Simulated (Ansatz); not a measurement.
**TaHCl (sextet): wave-function methods side by side, def2-SVP**

The task here is to estimate one member of a computed series from the others.

Program: Ansatz 0.2.0, Gaussian basis. Level of theory: def2-SVP, core rule «outside noble gas», up to 9 orbitals frozen. These are calculated values, not measurements.

To be run: UHF; CCSD(T) on ROHF; CCSD(T) on UHF; CISD as a restricted active space (open shells left free, so some higher excitations enter); CCSDT(Q) on ROHF; CCSDT(Q) on UHF.

36 further runs of the same task are left out: 12 for a known fault of the program, 8 that didn't finish, 16 set aside as unsound or not needed. Runs told in other sessions of the task aren't counted.

### The system

The geometry is a PBE0/def2-TZVP stationary point (not a proven minimum) of the parent state, kept for this charge and spin. No spin-orbit coupling is included. Elements past krypton take def2 core potentials.

3 atoms, charge 0, spin multiplicity 6.

Atoms are counted from 1 here; the program's logs count them from 0.

Bond lengths: Ta1–Cl2 2.311 Å, Ta1–H3 1.863 Å. Angles: Cl2–Ta1–H3 180.0°.

The first run:

Contents of in.yaml:

```yaml
crystal:
  periodic: [false, false, false]
  atoms:
    - {symbol: Ta, position_ang: [0.000000, 0.000000, 0.149600]}
    - {symbol: Cl, position_ang: [0.000000, 0.000000, -2.161700]}
    - {symbol: H, position_ang: [0.000000, 0.000000, 2.012100]}
basis:
  gaussian: {orbitals: def2-SVP}
magnetization: {spin_polarized: true, initial_magnetization: 5}
hamiltonian: {xc: hf}
output: {orbitals: {seedname: orbitals}}
```

Launch:

```console
$ ansatz run in.yaml --threads 1 --pin off --events-out ev --progress --plain --max-ram 2393MiB
```

Among the steps run: UHF; CCSD(T) on ROHF; CCSD(T) on UHF; CISD as a restricted active space (open shells left free, so some higher excitations enter); CCSDT(Q) on ROHF; CCSDT(Q) on UHF.

One of the session's tables, all rows but one given; the rest of the session is left out.

| method | from RCCSDT(Q) (meV) |
| --- | --- |
| ROHF | +5859.6 |
| UHF | +5733.4 |
| RMP2 | +725.9 |
| UMP2 | +634.9 |
| RCCSD | +178.9 |
| UCCSD | +93.0 |
| RCCSD(T) | +32.6 |
| UCCSD(T) | -53.0 |
| RCCSDT | +10.2 |
| UCCSDT | -75.2 |
| RCCSDT(Q) | 0 |
| UCCSDT(Q) | ? |

Q: Estimate the row for UCCSDT(Q) from the others.

The run gave: from RCCSDT(Q) (meV): -88.9. In the column «from RCCSDT(Q) (meV)» it is the lowest.

Not comparable, so not listed: CISD as a restricted active space (open shells left free, so some higher excitations enter) (they don't share determinant, frozen orbitals or solution with the rows shown, or repeat one).

Limits of these values: Restricted and unrestricted rows rest on different reference determinants; a gap between their highest levels can come from leftover correlation error, from unlike frozen cores or from another state.
